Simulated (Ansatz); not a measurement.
Run this with Ansatz 0.2.0, Python API and show what comes out.

The script, `xc_zrh3.py`:
```python
"""Functional comparison for ZrH3 (totals differ with the potentials too)."""

import ansatz as az

lattice = az.Lattice.of(
    (3.126038, 0.0, 0.0),
    (0.0, 3.126038, 0.0),
    (0.0, 0.0, 3.126038),
)
sites = [
    ("Zr", (0.0, 0.0, 0.0)),
    ("H", (0.0, 0.5, 0.5)),
    ("H", (0.5, 0.0, 0.5)),
    ("H", (0.5, 0.5, 0.0)),
]
zrh3 = az.Crystal(lattice=lattice)
for symbol, position in sites:
    zrh3 = zrh3.atom(symbol, position)

job = (
    zrh3.calculation()
    .kpoints(9, 9, 9, shift=0.5)
    .occupations("Marzari-Vanderbilt", width=0.3)
    .mixing("msr1")
    .forces()
    .stress()
)

rows = []
for value in ["pbesol", "blyp", "r2scan"]:
    report = job.functional(value).run(threads=1, backend="cpu").report
    rows.append((value, report["free_energy_ev"] / len(report["lattice"]["sites"]), report["n_iterations"], sum(report["stress_gpa"][i][i] for i in range(3)) / 3, max(abs(f) for row in report["forces_ev_ang"] for f in row), report["n_kpoints"]))

print("  functional   F/atom (eV)    iterations       P (GPa)  max component (eV/A)      k-points")
for row in rows:
    print(f"{str(row[0]):>12s}  {row[1]:12.5f}  {row[2]:12d}  {row[3]:12.3f}  {row[4]:20.4f}  {row[5]:12d}")
```

```console
$ python xc_zrh3.py
DeckWarning: basis.ecutwfc = 420 eV, auto-derived from the records' recommended cutoffs: set by Zr (normal level)
DeckWarning: basis.ecutwfc = 500 eV, auto-derived from the records' recommended cutoffs: set by Zr (their level for a meta-GGA)
  functional   F/atom (eV)    iterations       P (GPa)  max component (eV/A)      k-points
      pbesol   -1044.24692             6        -4.540                0.0000            35
        blyp   -1061.26082             6         3.549                0.0000            35
      r2scan   -1061.04164             7        -1.512                0.0000            35
```
(Warnings from the package without file and line.)

From lowest to highest: PBEsol (-4.5 GPa), r2SCAN (-1.5 GPa) and BLYP (3.5 GPa). At a fixed cell a lower pressure usually means a smaller equilibrium volume, so PBEsol prefers the smallest cell and BLYP the largest.

What to keep in mind:
- The run is spin-unpolarised.
- BLYP can be off by several per cent in the lattices of metals, and by several GPa in the pressure at a fixed cell.
- For a metal this k-point mesh is coarse: on a finer one energies can move by several to tens of meV an atom and pressures by half a GPa or more, differences at one mesh by less.
- Forces vanish by symmetry here and test nothing.
- Pressure is positive in compression.
- This cell is a computed structure, which may not be the phase found in nature.
- Total energies of different functionals can't be compared; pressures, moments and gaps at this one structure can.
- Finished in 3.6 s on 1 thread of Arm Neoverse V2, with other jobs on the host, peak memory 0.41 GiB.
